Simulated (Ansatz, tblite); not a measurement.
# The cluster Ga₄As₅−: rung by rung

An exercise on one series of results from a longer session: the logs are not shown, and one member is left open.

Method: as each input shows; program: Ansatz 0.2.0, Gaussian basis.

The runs, in order: GFN1-xTB, GFN2-xTB, PBE-D4/def2-SVP, r2SCAN-D4/def2-SVP, PBE-D4/def2-SVPD, PBE0-D4/def2-SVPD, HF/STO-3G, HF/6-31G, B3LYP-D4/6-31G.

10 further runs of the same task are left out: 9 that didn't finish, 1 set aside as unsound or not needed.

### The geometry

The singlet was relaxed beforehand with PBE-D4/def2-SVP. At that level it is the lowest of the isomers that a small search found.

9 atoms, charge -1, spin multiplicity 1.

Bond lengths: Ga1–As7 2.333 Å, Ga1–As8 2.317 Å, Ga2–As5 2.288 Å, Ga2–As9 2.363 Å, Ga3–As5 2.434 Å, Ga3–As6 2.668 Å, Ga3–As8 2.402 Å, Ga4–As6 2.429 Å, Ga4–As9 2.355 Å, As6–As7 2.417 Å. Angles: As7–Ga1–As8 159.1°, As5–Ga2–As9 169.7°, As5–Ga3–As6 133.8°, As5–Ga3–As8 110.6°, As6–Ga3–As8 113.9°, As6–Ga4–As9 140.7°, Ga2–As5–Ga3 80.6°, Ga3–As6–Ga4 76.7°, Ga3–As6–As7 110.9°, Ga4–As6–As7 117.9°, Ga1–As7–As6 76.9°, Ga1–As8–Ga3 75.9°, Ga2–As9–Ga4 73.7°.

The ion is computed in the gas phase, without counter-ions or solvent.

PBE0-D4/def2-SVP was run before; its log isn't repeated, and its numbers join the tables.

Set-up of the first run:

Tight binding, by tblite at 300 K electronic temperature and without a spin-polarisation term:

```python
tblite.interface.Calculator('GFN1-xTB', numbers, positions, charge=-1, uhf=0).singlepoint()
```

Tight binding, by tblite at 300 K electronic temperature and without a spin-polarisation term:

```python
tblite.interface.Calculator('GFN2-xTB', numbers, positions, charge=-1, uhf=0).singlepoint()
```

start.molden holds the orbitals of an earlier run on this state, given as this run's starting guess.

Contents of in.yaml:

```yaml
crystal:
  periodic: [false, false, false]
  atoms:
    - {symbol: Ga, position_ang: [-1.213729, -2.689857, -0.443921]}
    - {symbol: Ga, position_ang: [0.404086, 2.793007, 0.233288]}
    - {symbol: Ga, position_ang: [-1.105668, 0.135590, 0.217517]}
    - {symbol: Ga, position_ang: [1.948595, 0.545471, -0.521522]}
    - {symbol: As, position_ang: [-1.803552, 2.416104, 0.702076]}
    - {symbol: As, position_ang: [1.071196, -1.292308, 0.801887]}
    - {symbol: As, position_ang: [0.971678, -3.477887, -0.224831]}
    - {symbol: As, position_ang: [-2.981722, -1.192179, -0.479556]}
    - {symbol: As, position_ang: [2.709107, 2.762058, -0.284938]}
basis:
  gaussian: {orbitals: def2-SVP, initial_orbitals: start.molden}
total_charge: -1
hamiltonian: {xc: pbe, dispersion: d4}
scf: {omitted_lower_state_checks: [starts]}
output: {forces: true, orbitals: {seedname: orbitals}}
```

Started as:

```bash
ansatz run in.yaml --threads 4 --pin off --events-out ev --progress --plain --max-ram 6963MiB
```

Steps of the session up to this table: PBE-D4/def2-SVP; r2SCAN-D4/def2-SVP; PBE-D4/def2-SVPD; PBE0-D4/def2-SVPD; HF/STO-3G; HF/6-31G; B3LYP-D4/6-31G.

One of the session's tables, all rows but one given; the rest of the session is left out.

```
             level  HOMO (eV)  LUMO (eV)  gap (eV)
         HF/STO-3G       0.45       6.25      5.80
          HF/6-31G          ?          ?         ?
   PBE-D4/def2-SVP      -1.10      -0.09      1.01
  PBE-D4/def2-SVPD      -1.29      -0.27      1.02
r2SCAN-D4/def2-SVP      -1.34      -0.18      1.16
    B3LYP-D4/6-31G      -1.82       0.13      1.95
  PBE0-D4/def2-SVP      -1.89       0.33      2.22
 PBE0-D4/def2-SVPD      -2.04       0.19      2.23
```

Q: Estimate the row for HF/6-31G from the others.

As computed: HOMO (eV): -3.67; LUMO (eV): 2.38; gap (eV): 6.05. In the column «HOMO (eV)» it is the lowest.

To keep in mind: The anion's highest level is positive in at least one run, so there the basis alone may hold the extra electron.
